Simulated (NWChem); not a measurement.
# Si2NH4F3 (SMILES F[SiH2]N[SiH](F)F) at 4 levels

We compute a comparison of 4 runs (HF/STO-3G, HF/3-21G, B3LYP/6-31G*) of Si2NH4F3. 

The calculation is run with NWChem 7.3.0.

## 1. The system as given

The species is Si2NH4F3 (10 atoms), meant as a singlet with charge 0. As SMILES, `F[SiH2]N[SiH](F)F`. Geometry: relaxed at PBE0-D4/def2-TZVP. This is one conformer, not always the lowest.

Bond lengths: F1–Si2 1.597 Å, Si2–N3 1.720 Å, N3–Si4 1.700 Å, Si4–F5 1.585 Å, Si4–F6 1.583 Å, Si2–H7 1.475 Å, Si2–H8 1.479 Å, N3–H9 1.012 Å, Si4–H10 1.470 Å. Some angles: F1–Si2–N3 111.3°, Si2–N3–Si4 129.7°, N3–Si4–F5 111.8°, N3–Si4–F6 107.3°, F5–Si4–F6 106.7°, F1–Si2–H7 107.5°, F1–Si2–H8 106.4°, N3–Si2–H7 109.2°, N3–Si2–H8 108.5°, Si2–N3–H9 115.1°.

## 2. Energy and gradient at HF/STO-3G (run 1)

The input, f3h4nsi2.nw:

```
start f3h4nsi2
title "F3H4NSi2 hf"
memory stack 880 mb heap 220 mb global 1100 mb

geometry units angstrom noautosym nocenter noautoz
 F     -1.074900     2.149100     1.000100
 Si    -0.454100     0.712600     1.320300
 N     -0.545900    -0.325500    -0.047500
 Si     0.593300    -0.606200    -1.277200
 F      1.337300    -1.993200    -1.086500
 F      1.697500     0.523000    -1.162700
 H      0.961200     0.911500     1.684200
 H     -1.275700     0.134500     2.405500
 H     -1.419500    -0.825900    -0.148200
 H      0.006000    -0.619400    -2.624600
end

basis spherical bse
 * library STO-3G
end

scf
 singlet
 rhf
 thresh 1e-08
 maxiter 80
end

task scf gradient
```

Run with:

```bash
$ nwchem f3h4nsi2.nw > f3h4nsi2.out
```

Output:

```text
[...]
  functions       =    42
[...]
  wavefunction    = RHF
[...]
         Total SCF energy =   -921.504354783730
      One-electron energy =  -2088.833037614430
      Two-electron energy =    766.545576243048
 Nuclear repulsion energy =    400.783106587653
        Time for solution =      4.3s
[...]
                         RHF ENERGY GRADIENTS
    atom               coordinates                        gradient
                 x          y          z           x          y          z
   1 F      -2.031266   4.061210   1.889915    0.004939  -0.011844   0.005308
   2 Si     -0.858125   1.346619   2.495005   -0.011163   0.020918  -0.025048
   3 N      -1.031601  -0.615106  -0.089762   -0.002790  -0.003791  -0.002235
   4 Si      1.121174  -1.145552  -2.413558    0.025848   0.001025   0.027752
   5 F       2.527131  -3.766602  -2.053187   -0.006858   0.010966  -0.004094
   6 F       3.207810   0.988327  -2.197184   -0.011825  -0.011514  -0.001372
   7 H       1.816405   1.722485   3.182677    0.026454   0.005970   0.004424
   8 H      -2.410723   0.254168   4.545736   -0.019251  -0.010061   0.018705
   9 H      -2.682466  -1.560725  -0.280057    0.001999  -0.000153   0.000022
  10 H       0.011338  -1.170496  -4.959775   -0.007353  -0.001515  -0.023462
[...]
```

Run time: 6.3 s. Hardware: 1 thread of AMD EPYC 7R43 (Zen 3), shared host; peak memory 0.095 GiB.

## 3. Energy and forces at HF/3-21G (run 2)

The input, calc.xyz:

```xyz
10

F     -1.074900     2.149100     1.000100
Si    -0.454100     0.712600     1.320300
N     -0.545900    -0.325500    -0.047500
Si     0.593300    -0.606200    -1.277200
F      1.337300    -1.993200    -1.086500
F      1.697500     0.523000    -1.162700
H      0.961200     0.911500     1.684200
H     -1.275700     0.134500     2.405500
H     -1.419500    -0.825900    -0.148200
H      0.006000    -0.619400    -2.624600
```

The input, run.py:

```python
from ase.io import read
from ase.calculators.nwchem import NWChem

atoms = read('calc.xyz')

calc = NWChem(
    label='calc',
    theory='scf',
    memory='2200 mb',
    basis='3-21G',
    basispar='spherical bse',
    scf={'nopen': '0', 'rhf': None, 'thresh': '1e-08', 'maxiter': '80'},
)
atoms.calc = calc

forces = atoms.get_forces()
e = atoms.get_potential_energy()
print(f"E = {e:.6f} eV")
print("forces (eV/A):")
for s, f in zip(atoms.symbols, forces):
    print(f"{s:2s} {f[0]:10.5f} {f[1]:10.5f} {f[2]:10.5f}")
print("dipole (e A):", atoms.get_dipole_moment().round(4))
```

Run with:

```bash
$ export ASE_NWCHEM_COMMAND="nwchem PREFIX.nwi > PREFIX.nwo"
$ python run.py
```

Output:

```text
E = -25258.733111 eV
forces (eV/A):
F    -0.59213    1.32139   -0.30740
Si    0.73750   -0.77894    0.86878
N    -0.63115   -0.41981   -0.11102
Si   -1.47880    0.00201   -1.05600
F     0.80455   -1.10743    0.20286
F     1.02268    0.95799    0.21803
H    -0.13632   -0.10865    0.00339
H     0.08233   -0.00381   -0.07652
H     0.14038    0.12964    0.04417
H     0.05096    0.00766    0.21371
dipole (e A): [-0.4564 -0.3386  0.0079]
```

The calculator wrote calc.nwi:

```
title "calc"

permanent_dir calc

scratch_dir calc

start calc

geometry units angstrom nocenter noautosym noautoz
  F  -1.0749000000000000e+00 2.1490999999999998e+00 1.0001000000000000e+00
  Si -4.5410000000000000e-01 7.1260000000000001e-01 1.3203000000000000e+00
  N  -5.4590000000000005e-01 -3.2550000000000001e-01 -4.7500000000000001e-02
  Si 5.9330000000000005e-01 -6.0619999999999996e-01 -1.2771999999999999e+00
  F  1.3372999999999999e+00 -1.9932000000000001e+00 -1.0865000000000000e+00
  F  1.6975000000000000e+00 5.2300000000000002e-01 -1.1627000000000001e+00
  H  9.6120000000000005e-01 9.1149999999999998e-01 1.6841999999999999e+00
  H  -1.2757000000000001e+00 1.3450000000000001e-01 2.4055000000000000e+00
  H  -1.4195000000000000e+00 -8.2589999999999997e-01 -1.4820000000000000e-01
  H  6.0000000000000001e-03 -6.1939999999999995e-01 -2.6246000000000000e+00
end

memory 2200 mb

basis spherical bse noprint
   * library 3-21G
end

scf
  nopen 0
  rhf
  thresh 1e-08
  maxiter 80
end

task scf gradient
```

calc.nwo:

```text
Northwest Computational Chemistry Package (NWChem) 7.3.0
             --------------------------------------------------------

           Job information
           ---------------

    nwchem branch   = 7.3.0
    use scalapack   = T
    input           = calc.nwi
    prefix          = calc.
    data base       = calc/calc.db
    status          = startup
    nproc           =        1

           Memory information
           ------------------

[... 5 lines left out ...]
    hardfail = no
[... 138 lines left out ...]
         Quadratically convergent ROHF
[... 14 lines left out ...]
       Final RHF  results
[... 4 lines left out ...]
      Two-electron energy =    760.150422239296
[... 52 lines left out ...]
                       ROHF Final Molecular Orbital Analysis
[... 281 lines left out ...]
                 ----------------------------------------
                 |  Time  |  1-e(secs)   |  2-e(secs)   |
                 ----------------------------------------
                 |  CPU   |       0.01   |       0.93   |
                 ----------------------------------------
                 |  WALL  |       0.01   |       0.93   |
                 ----------------------------------------

 Task  times  cpu:        5.7s     wall:        5.7s
 Total times  cpu:        5.8s     wall:        5.8s
```

Wall time 7.8 s (1 thread of AMD EPYC 7R43 (Zen 3), shared host); peak memory 0.098 GiB.

Run 3 isn't shown in full; the table further down has it.

## 4. Energy and gradient at B3LYP/6-31G(d) (Cartesian functions) (run 4)

The input, geom.nw:

```
start geom
title "F3H4NSi2 B3LYP"
memory total 2200 mb
charge 0

geometry units angstrom noautosym nocenter noautoz
 F     -1.074900     2.149100     1.000100
 Si    -0.454100     0.712600     1.320300
 N     -0.545900    -0.325500    -0.047500
 Si     0.593300    -0.606200    -1.277200
 F      1.337300    -1.993200    -1.086500
 F      1.697500     0.523000    -1.162700
 H      0.961200     0.911500     1.684200
 H     -1.275700     0.134500     2.405500
 H     -1.419500    -0.825900    -0.148200
 H      0.006000    -0.619400    -2.624600
end

basis
 F library 6-31G*
 Si library 6-31G*
 N library 6-31G*
 H library 6-31G*
end

dft
 xc b3lyp
 mult 1
 grid fine
 convergence energy 1e-08
 iterations 100
 mulliken
end

task dft gradient
```

Run with:

```bash
$ nwchem geom.nw > geom.out
```

Output:

```text
[...]
          Wavefunction type:  closed shell.
          No. of atoms     :    10
          No. of electrons :    66
[...]
          Charge           :     0
          Spin multiplicity:     1
[...]
          AO basis - number of functions:   106
[...]
              XC Information
              --------------
                         B3LYP Method XC Potential
                     Hartree-Fock (Exact) Exchange  0.200
                        Slater Exchange Functional  0.800 local
                    Becke 1988 Exchange Functional  0.720 non-local
              Lee-Yang-Parr Correlation Functional  0.810
                  VWN I RPA Correlation Functional  0.190 local
[...]
 d= 0,ls=0.0,diis     1   -935.7865384148 -1.34D+03  1.73D-02  1.25D+00     4.3
[...]
 d= 0,ls=0.0,diis    10   -935.9095565756 -4.85D-10  1.34D-07  4.67D-10    34.7
         Total DFT energy =     -935.909556575617
      One electron energy =    -2096.392973732794
           Coulomb energy =      841.661222976552
    Exchange-Corr. energy =      -81.960912407028
 Nuclear repulsion energy =      400.783106587653
[...]
  wavefunction    = closed shell
[...]
```

Wall time 45 s (1 thread of AMD EPYC 7R43 (Zen 3), shared host); peak memory 0.12 GiB.

## 5. Overview of the runs

```csv
run,level,iteration cap,module,energy (Eh),dipole moment (D),HOMO energy (eV),LUMO energy (eV),wall time
1,HF/STO-3G,80,scf,-921.504355,1.48,-8.71,12.09,6.3 s
2,HF/3-21G,80,scf,-928.241328,2.73,-12.46,5.02,7.8 s
3,B3LYP/6-31G* (spherical functions),100,dft,-935.900776,2.18,-8.37,0.83,44 s
4,B3LYP/6-31G* (Cartesian functions),100,dft,-935.909557,2.18,-8.38,0.80,45 s
```

## 6. Results

| quantity | value |
| --- | --- |
| run 4: total energy | -935.90956 Eh |
| run 4: dipole moment | 2.18 D |
| run 4: HOMO energy | -8.38 eV |
| run 4: LUMO energy | 0.80 eV |
| run 4: HOMO–LUMO gap | 9.17 eV |
| run 4: largest force on an atom | 0.693 eV/Å |

In words: The dipole moment (its size) runs from 1.48 D (HF/STO-3G) to 2.73 D (HF/3-21G). The HOMO–LUMO gap runs from 9.17 eV (B3LYP/6-31G*) to 20.79 eV (HF/STO-3G). The two ends differ in method and basis. In run 1 the basis is minimal, so the values are rough. All runs together took 1.7 min, the longest 45 s.
